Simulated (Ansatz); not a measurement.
# Sr3Bi: the cost of one run

Program: Ansatz 0.2.0. Level of theory: DFT PBE, scalar-relativistic, plane waves, PAW. These are calculated values, not measurements.

## (1) The starting structure

It takes space group P-62m (No. 189, hexagonal). Conventional cell: a = 5.632 Å, b = 5.632 Å, c = 4.777 Å, α = 90.00°, β = 90.00°, γ = 120.00°. Sr (site symmetry m2m) has 2 Sr at 2.86 Å and 2 Bi at 2.90 Å as nearest neighbours. Bi (site symmetry -62m) has 6 Sr at 2.90 Å as nearest neighbours.

Coordinates:

```
CELL_PARAMETERS angstrom
5.63213 0.00000 0.00000
-2.81607 4.87757 0.00000
0.00000 0.00000 4.77690
ATOMIC_POSITIONS crystal
Sr 0.70643 0.00000 0.50000
Sr 0.00000 0.70643 0.50000
Sr 0.29357 0.29357 0.50000
Bi 0.00000 0.00000 0.00000
```

A structure generator made this guess: random cell by space group and Wyckoff sites (P-62m, No. 189). Lengths come from tabulated atomic sizes and are only a guess.

## (2) Probe: one point on a coarse mesh

input.yaml

```yaml
crystal:
  lattice:
    - [5.63213137, 0.0, 0.0]
    - [-2.81606569, 4.87756885, 0.0]
    - [0.0, 0.0, 4.77690417]
  atoms:
    - { symbol: Sr, position: [0.70643386, 0.0, 0.5] }
    - { symbol: Sr, position: [0.0, 0.70643386, 0.5] }
    - { symbol: Sr, position: [0.29356614, 0.29356614, 0.5] }
    - { symbol: Bi, position: [0.0, 0.0, 0.0] }
basis:
  ecutwfc: 420
kpoints:
  mp_grid: { grid: [6, 6, 4] }
hamiltonian:
  xc: pbe
scf:
  occupations: { method: gaussian, width: 0.1 }
  lower_state_search: "off"
output:
  forces: true
  stress: true
  eigenvalues: true
```

Run with:

```sh
ansatz run input.yaml --threads 1 --pin off --max-ram 2560MiB --backend cpu --events-out ev --progress --plain --runs-dir out
```

Q: Estimate wall time and peak memory on 1 thread of Arm Neoverse V1, shared host.

About 7 s, with a peak of 0.34 GiB.
